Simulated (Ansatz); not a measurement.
Run this with the Ansatz DFT code, driven from Python and show what comes out.

`bclfgeh3_scan.py`:
```python
import ansatz as az
import numpy as np

BASIS_SET = "def2-SVP"
XC = "r2scan0"

GEOMETRY = """
F     1.62260   -1.64820    0.32800
B     0.24910   -1.03330    0.42300
Cl   -1.12190   -1.95930    1.26350
Ge   -0.05080    0.80040   -0.36420
H     1.16670    1.34010   -1.03290
H    -0.59200    1.76330    0.76380
H    -1.21250    0.66890   -1.42690
"""

system = az.Crystal.molecule()
for line in GEOMETRY.strip().splitlines():
    symbol, *xyz = line.split()
    system = system.atom(symbol, [float(v) for v in xyz])

symbols = [site.symbol for site in system.cartesian_sites]
start = np.array([site.position_ang for site in system.cartesian_sites])
axis = (start[5] - start[3]) / np.linalg.norm(start[5] - start[3])
moving = [5]
lengths, energies = [1.34, 1.45, 1.58, 1.74, 1.97, 2.37, 2.84, 3.47], []
for length in lengths:
    xyz = start.copy()
    xyz[moving] += (length - np.linalg.norm(start[5] - start[3])) * axis
    point = az.Crystal.molecule()
    for symbol, place in zip(symbols, xyz):
        point = point.atom(symbol, place.tolist())
    setup = (
        point.calculation()
        .basis(gaussian=BASIS_SET)
        .functional(XC)
        .spin("collinear")
    )
    summary = setup.run().report
    energies.append(summary["free_energy_ev"])
    print(f"r = {length:6.3f} A  E = {energies[-1]:.5f} eV  <S^2> = {abs(summary['mean_field']['state']['spin_squared']):.3f}")

print("energy above the lowest point (eV):", [round(e - min(energies), 3) for e in energies])
```

Running `python bclfgeh3_scan.py` prints:
```text
r =  1.340 A  E = -72466.83946 eV  <S^2> = 0.000
r =  1.450 A  E = -72467.19901 eV  <S^2> = 0.000
r =  1.580 A  E = -72467.23873 eV  <S^2> = 0.000
r =  1.740 A  E = -72466.96270 eV  <S^2> = 0.000
r =  1.970 A  E = -72466.28582 eV  <S^2> = 0.000
r =  2.370 A  E = -72464.98292 eV  <S^2> = 0.103
r =  2.840 A  E = -72464.16816 eV  <S^2> = 0.684
r =  3.470 A  E = -72463.79465 eV  <S^2> = 0.928
energy above the lowest point (eV): [0.399, 0.04, 0.0, 0.276, 0.953, 2.256, 3.071, 3.444]
```

What to keep in mind:
- Total energies depend on the basis set; only differences at equal settings carry meaning.
- The rest of the molecule is held rigid at a force-field or estimated start geometry, and the basis set is modest; single-reference methods fail as a bond breaks.
- The expectation value of S² is noticeably off S(S+1) in at least one run, so that state is spin-contaminated.
- Run time: 120 s on 1 thread of Arm Neoverse V2, on a shared host, peak memory 0.43 GiB.
